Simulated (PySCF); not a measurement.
# Cu2F4 (Cu2(F)4): the cost of one run

Programs: PySCF 2.14.0, with routines of our own; each step states its level. All values are computed. Atoms count from 0.

1 further run of the same task is left out (for a known fault of the program).

### Step 1. The starting structure

6 atoms, charge 0, multiplicity 3; geometry from: GFN2-xTB.

### Step 2. Open-shell or spin-flip excitations: unrestricted TDA B3LYP/def2-SVP Cu:def2-TZVP

What the job is given:

```
{"job": {"kind": "uabs", "xc": "B3LYP", "basis": {"default": "def2-SVP", "Cu": "def2-TZVP"}, "nstates": 15, "tda": true, "pol": false}, "charge": 0, "multiplicity": 3}
Cu     1.166880     0.627670    -0.811340
F      1.984880     1.005540    -2.252210
F     -0.670800    -0.368470    -0.911900
Cu    -1.170430    -0.620820     0.811060
F     -1.956240    -1.053580     2.254370
F      0.645700     0.409670     0.910010
```

Level: unrestricted TDA B3LYP/def2-SVP Cu:def2-TZVP, vertical, gas phase, core orbitals frozen in the response.

The run is started by

```console
> OMP_NUM_THREADS=1 python excited_run.py task.json out
```

One launch serves the whole session: the jobs run in the order shown.

**Question.** How long does this first job take on 1 thread of Arm Neoverse N1, shared host, and how much memory does it need?

About 2.7 min, with a peak of 0.55 GiB.
